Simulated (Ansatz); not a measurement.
# C₂H₆FNSi: relaxing the structure

The task is to find a stationary geometry of C₂H₆FNSi.

The runs use Ansatz 0.2.0, Gaussian basis; RKS PBE0-D4/def2-TZVP.

The runs, in order: relaxation at PBE-D4/def2-SVP; relaxation at PBE0-D4/def2-TZVP.

1 further run of the same task is left out (set aside as unsound or not needed).

## (1) Where the work starts

SMILES `FC1NC[SiH2]1`, 11 atoms, charge 0, spin multiplicity 1.

Atoms are counted from 1 here; the program's logs count them from 0.

Bond lengths: F1–C2 1.287 Å, C2–N3 1.457 Å, C2–Si5 1.913 Å, C2–H6 1.110 Å, N3–C4 1.430 Å, N3–H7 1.083 Å, C4–Si5 1.879 Å, C4–H8 1.069 Å, C4–H9 1.169 Å, Si5–H10 1.480 Å, Si5–H11 1.472 Å. Angles: F1–C2–N3 109.9°, F1–C2–Si5 113.6°, F1–C2–H6 112.8°, N3–C2–Si5 89.2°, N3–C2–H6 115.2°, Si5–C2–H6 114.1°, C2–N3–C4 99.5°, C2–N3–H7 112.6°, C4–N3–H7 110.8°, N3–C4–Si5 91.4°, N3–C4–H8 118.5°, N3–C4–H9 108.3°, Si5–C4–H8 117.3°, Si5–C4–H9 112.5°, H8–C4–H9 108.0°, C2–Si5–C4 71.1°, C2–Si5–H10 113.5°, C2–Si5–H11 116.6° and more.

The start is a force-field geometry with small random shifts, so a cheaper pass at PBE-D4/def2-SVP comes first.

## (2) Geometry optimisation, PBE-D4/def2-SVP (cheap first pass)

in.yaml reads:

```yaml
crystal:
  periodic: [false, false, false]
  atoms:
    - {symbol: F, position_ang: [-1.314600, 1.578400, 0.254600]}
    - {symbol: C, position_ang: [-0.103100, 1.156800, 0.150500]}
    - {symbol: N, position_ang: [0.167500, 0.165900, 1.184100]}
    - {symbol: C, position_ang: [-0.215600, -1.019900, 0.482000]}
    - {symbol: Si, position_ang: [0.124800, -0.203500, -1.175800]}
    - {symbol: H, position_ang: [0.635600, 1.982600, 0.083300]}
    - {symbol: H, position_ang: [1.214300, 0.127900, 1.460700]}
    - {symbol: H, position_ang: [0.303600, -1.929900, 0.696000]}
    - {symbol: H, position_ang: [-1.355000, -1.203300, 0.665600]}
    - {symbol: H, position_ang: [1.534800, -0.404700, -1.579900]}
    - {symbol: H, position_ang: [-0.926900, -0.307300, -2.200400]}
basis:
  gaussian: {orbitals: def2-SVP}
hamiltonian: {xc: pbe, dispersion: d4}
relax: {f_tol: 0.03, max_steps: 200}
```

Launch:

```bash
$ ansatz run in.yaml --threads 4 --pin off --events-out ev --progress --plain --max-ram 10444MiB
```

Log, cut to the lines that bear on the results:

```text
Functional definition: PBE
  name "PBE"
  cite "Perdew, Burke & Ernzerhof, Phys. Rev. Lett. 77, 3865 (1996) doi:10.1103/PhysRevLett.77.3865"
  parent pbe
[...]
1180 factors; their error is unknown
[...]
mean field -14235.57025657 eV, -523.1475577128 hartree, gradient 2.7e-5 eV, S^2 0.000000; 0 other end points of the search recorded, 0 dependent functions left out
[...]
reference -14235.57028812 eV, -523.1475588723 hartree; 24, 24 occupied and 80, 80 virtual orbitals, 1180 factors
relax step   1: F+E_penalty+E_count = -14235.79961351 eV  Δ(F+E_penalty+E_count) = +0.000e0 eV  max|allowed force component| = 4.199e0 eV/Å  Δτ_max = 0.0000 Å  (29 SCF iters, accepted)
[...]
relax step   4: F+E_penalty+E_count = -14236.48955684 eV  Δ(F+E_penalty+E_count) = -1.318e-2 eV  max|allowed force component| = 3.735e-1 eV/Å  Δτ_max = 0.1713 Å  (30 SCF iters, accepted)
[...]
relax step   7: F+E_penalty+E_count = -14236.59234926 eV  Δ(F+E_penalty+E_count) = -2.225e-2 eV  max|allowed force component| = 9.701e-1 eV/Å  Δτ_max = 0.1952 Å  (29 SCF iters, accepted)
[...]
relax step  10: F+E_penalty+E_count = -14236.71766289 eV  Δ(F+E_penalty+E_count) = -3.637e-2 eV  max|allowed force component| = 6.735e-1 eV/Å  Δτ_max = 0.0587 Å  (31 SCF iters, accepted)
[...]
relax step  15: F+E_penalty+E_count = -14236.73535505 eV  Δ(F+E_penalty+E_count) = -1.373e-4 eV  max|allowed force component| = 8.477e-3 eV/Å  Δτ_max = 0.0073 Å  (31 SCF iters, accepted)
1180 factors; their error is unknown
[...]
mean field -14236.51002086 eV, -523.1820934134 hartree, gradient 2.5e-5 eV, S^2 0.000000; 1 other end points of the search recorded, 0 dependent functions left out
[...]
reference -14236.51005434 eV, -523.1820946439 hartree; 24, 24 occupied and 80, 80 virtual orbitals, 1180 factors
Total energy: -14236.73538853 eV, -523.1903755226 hartree
Atom 0 at    -1.199325     1.726705     0.257222 Å, force     0.002372     0.001903     0.000366 eV/Å
Atom 1 at     0.109354     1.172895     0.094584 Å, force     0.006234     0.001563    -0.002401 eV/Å
Atom 2 at     0.418695     0.139136     1.020489 Å, force    -0.000152     0.000861    -0.000157 eV/Å
Atom 3 at    -0.116573    -1.117194     0.462675 Å, force    -0.003307     0.001228     0.000809 eV/Å
Atom 4 at     0.061910    -0.227343    -1.233954 Å, force    -0.002195    -0.001479    -0.000157 eV/Å
Atom 5 at     0.806633     2.037493     0.121713 Å, force    -0.008477    -0.005631     0.002208 eV/Å
Atom 6 at     0.353382     0.329297     2.029653 Å, force     0.000045    -0.000333    -0.000544 eV/Å
Atom 7 at     0.521870    -2.001421     0.669930 Å, force    -0.001211     0.001281     0.000381 eV/Å
Atom 8 at    -1.168350    -1.354564     0.747745 Å, force     0.004046    -0.000190    -0.000549 eV/Å
Atom 9 at     1.358044    -0.515577    -1.938574 Å, force    -0.000332     0.000541    -0.001619 eV/Å
Atom 10 at    -1.080239    -0.246426    -2.210781 Å, force     0.002977     0.000256     0.001664 eV/Å
Dipole moment:     0.178561    -0.210983     0.096324 e Å
```

Wall time 18 s (4 threads of Arm Neoverse V2, shared host).

Relaxation path:

| step | energy from step 1 (eV) | largest force component (eV/Å) |
| --- | --- | --- |
| 1 | 0.0000 | 4.1989 |
| 2 | -0.5669 | 1.8290 |
| 3 | -0.6768 | 0.4419 |
| 4 | -0.6899 | 0.3735 |
| 5 | -0.7292 | 0.3625 |
| 6 | -0.7705 | 0.1688 |
| 7 | -0.7927 | 0.9701 |
| 8 | -0.8354 | 0.6429 |
| 9 | -0.8817 | 0.5296 |
| 10 | -0.9180 | 0.6735 |
| 11 | -0.9301 | 0.3420 |
| 12 | -0.9352 | 0.1259 |
| 13 | -0.9356 | 0.0556 |
| 14 | -0.9356 | 0.0175 |
| 15 | -0.9357 | 0.0085 |

The force was under the threshold of 0.03 eV/Å already at step 14, but the program went on to step 15.

Distances of close pairs at the start and the end, largest changes first:

| bond | before (Å) | after (Å) | change (Å) |
| --- | --- | --- | --- |
| F1–C2 | 1.287 | 1.430 | +0.143 |
| N3–H7 | 1.083 | 1.029 | -0.054 |
| C4–H9 | 1.169 | 1.115 | -0.053 |
| C4–Si5 | 1.879 | 1.924 | +0.045 |
| N3–C4 | 1.430 | 1.475 | +0.045 |
| C4–H8 | 1.069 | 1.110 | +0.041 |
| C2–N3 | 1.457 | 1.422 | -0.035 |
| Si5–H11 | 1.472 | 1.503 | +0.031 |

## (3) Relaxation at PBE0-D4/def2-TZVP

in.yaml reads:

```yaml
crystal:
  periodic: [false, false, false]
  atoms:
    - {symbol: F, position_ang: [-1.199325, 1.726705, 0.257222]}
    - {symbol: C, position_ang: [0.109354, 1.172895, 0.094584]}
    - {symbol: N, position_ang: [0.418695, 0.139136, 1.020489]}
    - {symbol: C, position_ang: [-0.116573, -1.117194, 0.462675]}
    - {symbol: Si, position_ang: [0.061910, -0.227343, -1.233954]}
    - {symbol: H, position_ang: [0.806633, 2.037493, 0.121713]}
    - {symbol: H, position_ang: [0.353382, 0.329297, 2.029653]}
    - {symbol: H, position_ang: [0.521870, -2.001421, 0.669930]}
    - {symbol: H, position_ang: [-1.168350, -1.354564, 0.747745]}
    - {symbol: H, position_ang: [1.358044, -0.515577, -1.938574]}
    - {symbol: H, position_ang: [-1.080239, -0.246426, -2.210781]}
basis:
  gaussian: {orbitals: def2-TZVP}
hamiltonian: {xc: pbe0, dispersion: d4}
relax: {f_tol: 0.005, max_steps: 150}
```

Launched as before.

Log, cut to the lines that bear on the results:

```text
Functional definition: PBE0
  name "PBE0"
  cite "Adamo & Barone, J. Chem. Phys. 110, 6158 (1999) doi:10.1063/1.478522"
  cite "Perdew, Burke & Ernzerhof, Phys. Rev. Lett. 77, 3865 (1996) doi:10.1103/PhysRevLett.77.3865"
  parent pbe
[...]
1203 factors; their error is unknown
[...]
mean field -14247.80034566 eV, -523.5970051972 hartree, gradient 2.4e-5 eV, S^2 0.000000; 0 other end points of the search recorded, 0 dependent functions left out
[...]
reference -14247.80037655 eV, -523.5970063321 hartree; 24, 24 occupied and 173, 173 virtual orbitals, 1203 factors
relax step   1: F+E_penalty+E_count = -14247.98829772 eV  Δ(F+E_penalty+E_count) = +0.000e0 eV  max|allowed force component| = 6.783e-1 eV/Å  Δτ_max = 0.0000 Å  (28 SCF iters, accepted)
[...]
Atom 1 at     0.112726     1.160513     0.084958 Å, force    -0.000298    -0.000528     0.001298 eV/Å
Atom 2 at     0.420791     0.136419     1.010802 Å, force     0.000380    -0.000590    -0.000126 eV/Å
Atom 3 at    -0.116474    -1.113209     0.454131 Å, force    -0.000387     0.000039     0.000234 eV/Å
Atom 4 at     0.058750    -0.233941    -1.218444 Å, force     0.000069    -0.000038    -0.000233 eV/Å
Atom 5 at     0.795448     2.010303     0.108490 Å, force    -0.000358     0.000273    -0.000264 eV/Å
Atom 6 at     0.329287     0.328047     2.000996 Å, force     0.000020     0.000222    -0.000282 eV/Å
Atom 7 at     0.514555    -1.978780     0.662146 Å, force    -0.000157     0.000333    -0.000184 eV/Å
Atom 8 at    -1.149404    -1.336232     0.744473 Å, force    -0.000007    -0.000069     0.000213 eV/Å
Atom 9 at     1.343684    -0.499126    -1.913808 Å, force    -0.000044     0.000366    -0.000150 eV/Å
Atom 10 at    -1.064331    -0.246051    -2.190088 Å, force     0.000196    -0.000208     0.000036 eV/Å
Dipole moment:     0.189718    -0.246761     0.059267 e Å
```

Wall time 26 s (4 threads of Arm Neoverse V2, shared host); peak memory 0.48 GiB.

Relaxation path:

| step | energy from step 1 (eV) | largest force component (eV/Å) |
| --- | --- | --- |
| 1 | 0.0000 | 0.6783 |
| 2 | -0.0434 | 0.2186 |
| 3 | -0.0484 | 0.0442 |
| 4 | -0.0485 | 0.0255 |
| 5 | -0.0485 | 0.0248 |
| 6 | -0.0486 | 0.0080 |
| 7 | -0.0486 | 0.0085 |
| 8 | -0.0486 | 0.0013 |

Close pairs (by a distance rule), those that changed most:

| bond | before (Å) | after (Å) | change (Å) |
| --- | --- | --- | --- |
| C4–Si5 | 1.924 | 1.898 | -0.026 |
| C2–Si5 | 1.931 | 1.910 | -0.021 |
| C2–H6 | 1.111 | 1.090 | -0.021 |
| C4–H9 | 1.115 | 1.096 | -0.019 |
| C4–H8 | 1.110 | 1.091 | -0.019 |
| Si5–H10 | 1.503 | 1.485 | -0.018 |
| Si5–H11 | 1.503 | 1.485 | -0.018 |
| N3–H7 | 1.029 | 1.013 | -0.016 |

Mulliken charges of the relaxed molecule (report file):

| atom | value (e) |
| --- | --- |
| F1 | -0.25 |
| C2 | 0.05 |
| N3 | -0.29 |
| C4 | -0.26 |
| Si5 | 0.23 |
| H6 | 0.10 |
| H7 | 0.20 |
| H8 | 0.12 |
| H9 | 0.12 |
| H10 | -0.02 |
| H11 | -0.01 |

## (4) Summary of results

```
                  quantity           value
               point group              C1
                     steps          15 + 8
shift from the start (rms)         0.387 Å
              total energy  -14248.0369 eV
           dispersion term        -189 meV
             dipole moment          1.52 D
```

In words: The atoms moved 0.39 Å (rms) from the start; the bond that changed most is F1–C2, from 1.287 to 1.419 Å. No vibrations were run, so it is not proven to be a minimum. The largest Mulliken charge, -0.29 e, sits on N3.
